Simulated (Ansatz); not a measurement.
# BGeNH (doublet): the correlation ladder, cc-pVDZ

An exercise on one series of results from a longer session: the logs are not shown, and one member is left open.

Method: cc-pVDZ, core rule «outside noble gas», up to 16 orbitals frozen; program: Ansatz 0.2.0, Gaussian basis.

To be run: UHF; CCSD(T) on ROHF; CCSD(T) on UHF; BCCD(T) on ROHF; CISD; CCSDT(Q) on ROHF; CCSDT(Q) on UHF; CASSCF and MRCISD+Q, 9 electrons in 9 orbitals; CASSCF and NEVPT2, 9 electrons in 9 orbitals.

22 further runs of the same task are left out: 6 that didn't finish, 16 set aside as unsound or not needed.

### The system

The geometry is a PBE0/def2-TZVP stationary point (not a proven minimum). No spin-orbit coupling is included. The filled d shell of Ge may be among the frozen orbitals whatever the setting's name suggests; the logs give the count.

4 atoms, charge 0, spin multiplicity 2.

Atoms are counted from 1 here; the program's logs count them from 0.

Bond lengths: B1–Ge2 1.930 Å, B1–H4 1.185 Å, Ge2–N3 1.703 Å. Angles: Ge2–B1–H4 141.1°, B1–Ge2–N3 148.6°.

Set-up of the first run:

Contents of in.yaml:

```yaml
crystal:
  periodic: [false, false, false]
  atoms:
    - {symbol: B, position_ang: [0.000000, -0.414955, 1.853398]}
    - {symbol: Ge, position_ang: [0.000000, 0.123435, 0.000170]}
    - {symbol: N, position_ang: [0.000000, -0.322903, -1.643461]}
    - {symbol: H, position_ang: [0.000000, 0.042257, 2.946652]}
basis:
  gaussian: {orbitals: cc-pVDZ}
magnetization: {spin_polarized: true, initial_magnetization: 1}
hamiltonian: {xc: hf}
output: {orbitals: {seedname: orbitals}}
```

Command:

```bash
$ ansatz run in.yaml --threads 1 --pin off --events-out ev --progress --plain --max-ram 2393MiB
```

Steps of the session up to this table: UHF; CCSD(T) on ROHF; CCSD(T) on UHF; BCCD(T) on ROHF; CISD; CCSDT(Q) on ROHF; CCSDT(Q) on UHF; CASSCF and MRCISD+Q, 9 electrons in 9 orbitals; CASSCF and NEVPT2, 9 electrons in 9 orbitals.

One of the session's tables, all rows but one given; the rest of the session is left out.

It belongs to the step «Misses and costs». 

| method | from RCCSDT(Q) (meV) |
| --- | --- |
| UHF | +8843.4 |
| RMP2 | +1094.9 |
| UMP2 | ? |
| RCCSD | +907.3 |
| UCCSD | +770.0 |
| RCCSD(T) | +164.2 |
| UCCSD(T) | +301.8 |
| BCCD(T) | +187.3 |
| RCCSDT | +154.3 |
| UCCSDT | +127.3 |
| RCCSDT(Q) | 0 |
| UCCSDT(Q) | +9.2 |

Estimate the missing values for UMP2.

As computed: from RCCSDT(Q) (meV): +2564.1. In the column «from RCCSDT(Q) (meV)» it lies between RMP2 (+1094.9) and UHF (+8843.4).

Not comparable, so not listed: CISD (they don't share determinant, frozen orbitals or solution with the rows shown, or repeat one).

To keep in mind: The determinant is far from a pure spin state, so its energy mixes those of several spin states (harmless only where they are near-degenerate, as at dissociation). Left out of the table: CASSCF frontier, NEVPT2 frontier, MRCISD frontier, MRCISD+Q frontier (the active space lost an orbital or holds another state than full CI finds). Left out of the table: ROHF (another determinant or state than the rows shown). The program flags RCCSD(T), BCCD(T) as in doubt, so those rows may rest on another solution; read them beside their warnings. Warnings: spin contamination; coupled cluster took another determinant than the lowest; large T1 diagnostic. Restricted and unrestricted rows rest on different reference determinants; where their highest levels disagree by more than a few hundredths of an eV, they describe different states and don't form one ladder. Warnings in the runs' records: passed over end.
